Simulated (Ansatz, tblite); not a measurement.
**SnH2Me(NHMe) (C₂H₉NSn): a ladder of methods and basis sets**

How do method and basis change the picture of SnH2Me(NHMe) (C₂H₉NSn) (singlet)?

Program: Ansatz 0.2.0, Gaussian basis. Level of theory: as each input shows. These are calculated values, not measurements.

Plan: GFN1-xTB, GFN2-xTB, PBE-D4/def2-TZVP, r2SCAN-D4/def2-TZVP, revPBE-D4/def2-TZVP, BLYP-D4/def2-TZVP, ωB97X-V/def2-TZVP, r2SCAN0-D4/def2-TZVP, ωB97M-V/def2-TZVP, B97M-V/def2-TZVP, r2SCANh-D4/def2-TZVP, PBE+5HF/def2-TZVP, PBE+10HF/def2-TZVP, PBE+15HF/def2-TZVP, PBE+35HF/def2-TZVP, PBE+50HF/def2-TZVP, PBE-D4/def2-SVP, PBE0-D4/def2-SVP, PBE0-D4/def2-TZVPD, PBE-D4/def2-TZVPD, r2SCAN-D4/def2-TZVPD, CCSD(T)/def2-TZVP, RPA/def2-TZVP.

2 further runs of the same task are left out: 2 set aside as unsound or not needed.

## (1) The geometry

The singlet was relaxed beforehand with PBE-D4/def2-SVP.

13 atoms, charge 0, spin multiplicity 1.

Bond lengths: Sn1–H2 1.732 Å, Sn1–H3 1.749 Å, Sn1–C4 2.164 Å, Sn1–N8 2.074 Å, C4–H5 1.107 Å, C4–H6 1.106 Å, C4–H7 1.107 Å, N8–C9 1.456 Å, N8–H10 1.028 Å, C9–H11 1.120 Å, C9–H12 1.112 Å, C9–H13 1.114 Å. Angles: H2–Sn1–H3 109.4°, H2–Sn1–C4 112.9°, H2–Sn1–N8 104.2°, H3–Sn1–C4 111.0°, H3–Sn1–N8 113.6°, C4–Sn1–N8 105.7°, Sn1–C4–H5 110.2°, Sn1–C4–H6 109.3°, Sn1–C4–H7 110.0°, H5–C4–H6 109.3°, H5–C4–H7 108.9°, H6–C4–H7 109.2°, Sn1–N8–C9 119.2°, Sn1–N8–H10 110.9°, C9–N8–H10 110.8°, N8–C9–H11 116.4°, N8–C9–H12 109.9°, N8–C9–H13 110.6° and more.

Sn takes a core potential in the def2 sets. No spin-orbit coupling is included.

PBE0-D4/def2-TZVP was run before; its log isn't repeated, and its numbers join the tables.

## (2) GFN1-xTB

Tight binding, by tblite at 300 K electronic temperature and without a spin-polarisation term:

```python
tblite.interface.Calculator('GFN1-xTB', numbers, positions, charge=0, uhf=0).singlepoint()
```

Energy -400.7890 eV, HOMO -10.37 eV, LUMO -5.86 eV; 0.005 s.

## (3) GFN2-xTB

Tight binding, by tblite at 300 K electronic temperature and without a spin-polarisation term:

```python
tblite.interface.Calculator('GFN2-xTB', numbers, positions, charge=0, uhf=0).singlepoint()
```

Energy -376.3616 eV, HOMO -9.85 eV, LUMO -5.85 eV; 0.003 s.

## (4) PBE-D4/def2-TZVP

start.molden holds the orbitals of an earlier run on this state, given as this run's starting guess.

The input, in.yaml:

```yaml
crystal:
  periodic: [false, false, false]
  atoms:
    - {symbol: Sn, position_ang: [0.644551, 0.650667, 0.346926]}
    - {symbol: H, position_ang: [0.762261, 0.531090, 2.070822]}
    - {symbol: H, position_ang: [2.248839, 0.618244, -0.348072]}
    - {symbol: C, position_ang: [-0.445943, 2.403483, -0.303429]}
    - {symbol: H, position_ang: [0.074018, 3.321800, 0.030363]}
    - {symbol: H, position_ang: [-1.463953, 2.381336, 0.129493]}
    - {symbol: H, position_ang: [-0.519549, 2.415146, -1.407982]}
    - {symbol: N, position_ang: [-0.527854, -0.971524, -0.196651]}
    - {symbol: C, position_ang: [-0.074747, -2.316675, 0.128183]}
    - {symbol: H, position_ang: [-0.807268, -0.908484, -1.183653]}
    - {symbol: H, position_ang: [0.828912, -2.684438, -0.422795]}
    - {symbol: H, position_ang: [0.166630, -2.382839, 1.211364]}
    - {symbol: H, position_ang: [-0.885887, -3.057816, -0.054557]}
basis:
  gaussian: {orbitals: def2-TZVP, initial_orbitals: start.molden}
hamiltonian: {xc: pbe, dispersion: d4}
scf: {omitted_lower_state_checks: [starts]}
output: {orbitals: {seedname: orbitals}}
```

Started as:

```sh
> ansatz run in.yaml --threads 2 --pin off --events-out ev --progress --plain --max-ram 4352MiB
```

The runs that follow: r2SCAN-D4/def2-TZVP; revPBE-D4/def2-TZVP; BLYP-D4/def2-TZVP; ωB97X-V/def2-TZVP; r2SCAN0-D4/def2-TZVP; ωB97M-V/def2-TZVP; B97M-V/def2-TZVP; r2SCANh-D4/def2-TZVP; PBE+5HF/def2-TZVP; PBE+10HF/def2-TZVP; PBE+15HF/def2-TZVP; PBE+35HF/def2-TZVP; PBE+50HF/def2-TZVP; PBE-D4/def2-SVP; PBE0-D4/def2-SVP; PBE0-D4/def2-TZVPD; PBE-D4/def2-TZVPD; r2SCAN-D4/def2-TZVPD; CCSD(T)/def2-TZVP; RPA/def2-TZVP.

Q: Predict the results of all the runs planned. Wanted: gap in def2-TZVP, named functionals, smallest and largest; gap over the share of exact exchange; correlation energy, CCSD(T)/def2-TZVP; binding an atom, CCSD(T)/def2-TZVP; PBE0 total energy, smallest basis above largest.

**Answer**, as computed:

| quantity | value |
| --- | --- |
| gap in def2-TZVP, named functionals, smallest and largest | 4.28 eV (BLYP-D4), 10.67 eV (ωB97X-V) |
| gap over the share of exact exchange | 4.35 eV at 0, 8.61 eV at 0.5 |
| correlation energy, CCSD(T)/def2-TZVP | -26.10 eV |
| binding an atom, CCSD(T)/def2-TZVP | 3.289 eV |
| PBE0 total energy, smallest basis above largest | 4.47 eV (def2-SVP, def2-TZVPD) |

What this shows: Orbital gaps of the named functionals in def2-TZVP span 4.28 eV (BLYP-D4) to 10.67 eV (ωB97X-V); exact exchange widens it. Raising the share of exact exchange from 0 to 0.5 moves the HOMO by -2.73 eV and the LUMO by +1.54 eV. The functionals in def2-TZVP miss CCSD(T)/def2-TZVP by +0.073 (r2SCAN0-D4) to +0.167 eV (PBE-D4) an atom. The reference is CCSD(T) in one finite basis, so it carries an error of its own, often a tenth of an eV or more, and near misses can't be ranked.
